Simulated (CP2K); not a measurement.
AlIn in CP2K: the effect of functional

The system is AlIn.

```
Al In
1.0
     3.05413    0.00000    0.00000
    -1.52707    2.64496    0.00000
     0.00000    0.00000    5.82802
Al In
1 1
Direct
  0.00000 0.00000 0.00000
  0.00000 0.00000 0.50000
```

The cell was built by a generator and needn't be a form met in nature.

Alike in all runs:

| Item | Value |
| --- | --- |
| Program | CP2K 2026.2 |
| Task | single point |
| Potentials or basis | POTENTIAL_UZH Al GTH-PBE-q3, In GTH-PBE-q13; TZVP-MOLOPT-PBE-GTH basis |
| Density cutoff | 9184 eV |
| k mesh | 10 × 10 × 5 |
| Occupations | fermi-dirac, width 0.05 eV |
| Spin | no spin polarisation |

One run gave: pressure -2.5 GPa. Which functional did it use?
A. PBE
B. TPSS
C. PBEsol
D. BEEF-vdW
E. LDA

E.

| functional | pressure (GPa) |
| --- | --- |
| PBE | 0.1 |
| LDA | -2.5 |
| PBEsol | -1.8 |
| BLYP | 4.0 |
| PW91 | 0.3 |
| BEEF-vdW | 1.0 |
| TPSS | -1.5 |

Caveats: the basis of atomic orbitals isn't converged, which shifts pressures, moduli and gaps; the potentials were made for another functional, which shifts forces and pressure (some runs).
